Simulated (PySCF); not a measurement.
# C7H8N2: the cost of one run

The runs use PySCF 2.14.0, with density-fitted response routines of our own; the level of theory stands in each step. All values are computed, except where a source is named. Atoms are numbered from 0 throughout.

**1. The starting structure**

17 atoms, charge 0, multiplicity 1; geometry from: GFN2-xTB. The atoms were then displaced at random by about 0.01 Å, so the start is not that level's minimum.

Bonds of the start (Å): C0–C1 1.55, C1–C2 1.55, C2–C3 1.46, C3–C4 1.40, C4–N5 1.16, C3–C6 1.37, C6–C7 1.40, C7–N8 1.15, C0–H9 1.07, C0–H10 1.08, C0–H11 1.09, C1–H12 1.10, C1–H13 1.10, C2–H14 1.09, C2–H15 1.09, C6–H16 1.09.

**2. Relaxing the molecule at PBE0-D3(BJ)/def2-SVP**

What the job is given:

```
{"job": {"xc": "PBE0", "basis": "def2-SVP", "d3": "d3bj", "grid": 1, "shake": 0.01, "kind": "geom"}, "charge": 0, "multiplicity": 1}
C      2.274240    -0.986120    -0.150350
C      1.138530    -0.096140     0.417950
C     -0.062860    -0.005390    -0.559180
C     -1.093220     0.856770     0.023160
C     -0.934220     2.245220    -0.074730
N     -0.761680     3.386120    -0.158750
C     -2.214060     0.376290     0.644380
C     -2.455930    -0.993210     0.770800
N     -2.675890    -2.116790     0.908510
H      3.079530    -1.028020     0.555890
H      1.879510    -1.969200    -0.340020
H      2.630640    -0.541510    -1.080660
H      1.497120     0.922850     0.610770
H      0.782880    -0.513400     1.372960
H     -0.435630    -1.016670    -0.739240
H      0.301130     0.442020    -1.486710
H     -2.966600     1.049010     1.068500
```

Started as:

```
$ OMP_NUM_THREADS=1 python probes_run.py task.json out
```

This one command runs all jobs of the session in turn.

Q: Estimate the wall time and peak memory of this first job on 1 thread of AMD EPYC, shared host.

About 4.5 min, with a peak of 0.76 GiB.
